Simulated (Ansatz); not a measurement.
a series on the AlB2 structure: ScSi2, YSi2, LuSi2: a table of relaxed lattice constants and trends, run with the Python package of Ansatz (0.2.0).

Script `series_scsi2.py`:
```python
"""A chemical series on the AlB2 structure: relaxed cells and their trends."""

import ansatz as az
import numpy as np


def alb2(first, second, a):
    return (
        az.Lattice.from_parameters(a, a, 1.1 * a, alpha=90, beta=90, gamma=120)
        .space_group(191)
        .atom(first, [0, 0, 0])
        .atom(second, [1 / 3, 2 / 3, 0.5])
    )


def compute(name, crystal, relax=True):
    calc = crystal.calculation()
    calc = calc.functional("pbesol")
    calc = calc.basis(460)
    calc = calc.kpoints(spacing=0.33).occupations("fermi_dirac", width=0.05)
    calc = calc.stress()
    calc = calc.band_table()
    if relax:
        calc = calc.relax(force_tolerance=0.01, max_steps=40, cell=True)
    return calc.run()

def bulk_modulus(name, outcome, step=0.01):
    # B = -V dP/dV from the pressures of two uniformly scaled cells, atoms held at their fractions
    pressure = []
    for factor in (1 - step, 1.0, 1 + step):
        cell = az.Crystal(lattice=az.Lattice.of(outcome.lattice.cell_ang * factor ** (1 / 3)))
        for site in outcome.report["lattice"]["sites"]:
            cell = cell.atom(site["symbol"], site["position_frac"])
        pressure.append(np.trace(compute(name, cell, relax=False).report["stress_gpa"]) / 3)
    slope, bend = (pressure[0] - pressure[2]) / (2 * step), abs(pressure[0] + pressure[2] - 2 * pressure[1])
    # a jump of mesh or basis between the cells shows as a kink: no modulus then
    return float(slope) if bend < 12 * step**2 * abs(slope) + 0.15 and abs(pressure[1]) < 1.5 else float("nan")


def volume_per_atom(outcome):
    return abs(np.linalg.det(outcome.lattice.cell_ang)) / len(outcome.lattice.sites)

# rough a for each member; the cell is relaxed
phases = {}
phases["ScSi2"] = alb2("Sc", "Si", 3.57)
phases["YSi2"] = alb2("Y", "Si", 3.82)
phases["LuSi2"] = alb2("Lu", "Si", 3.78)

done = {}
for name, crystal in phases.items():
    try:
        done[name] = compute(name, crystal)
    except az.NonConvergedError as error:
        print(name, "did not converge:", str(error)[:120])

rows = [(name, float(np.linalg.norm(o.lattice.cell_ang[0])), volume_per_atom(o), bulk_modulus(name, o)) for name, o in done.items()]
print("| compound | a (A) | V (A^3/atom) | B (GPa) |")
print("| --- | --- | --- | --- |")
for row in rows:
    print(f"| {row[0]} | {row[1]:.3f} | {row[2]:.3f} | {row[3]:.0f} |")
```

Rank the compounds by their relaxed volume per atom.

From smallest to largest: ScSi2 (16.43 Å³), LuSi2 (17.48 Å³) and YSi2 (18.62 Å³). The largest is 13 % above the smallest.

The output:

`python series_scsi2.py` gives:
```text
| compound | a (A) | V (A^3/atom) | B (GPa) |
| --- | --- | --- | --- |
| ScSi2 | 3.984 | 16.429 | 105 |
| YSi2 | 4.034 | 18.618 | 97 |
| LuSi2 | 4.042 | 17.479 | 96 |
```

For the metals among these phases the mesh is modest: differences between phases can be off by up to 40 meV an atom. The bulk modulus is taken at fixed shape and positions, an upper value where these are free. Pressure is positive in compression. The cells are built on a prototype by substitution; a member may or may not take this structure in nature. Finished in 52 s on 1 thread of Arm Neoverse V2, on a shared host, peak memory 0.45 GiB.

(Lines on the test bed's own set-up are left out of the output.)
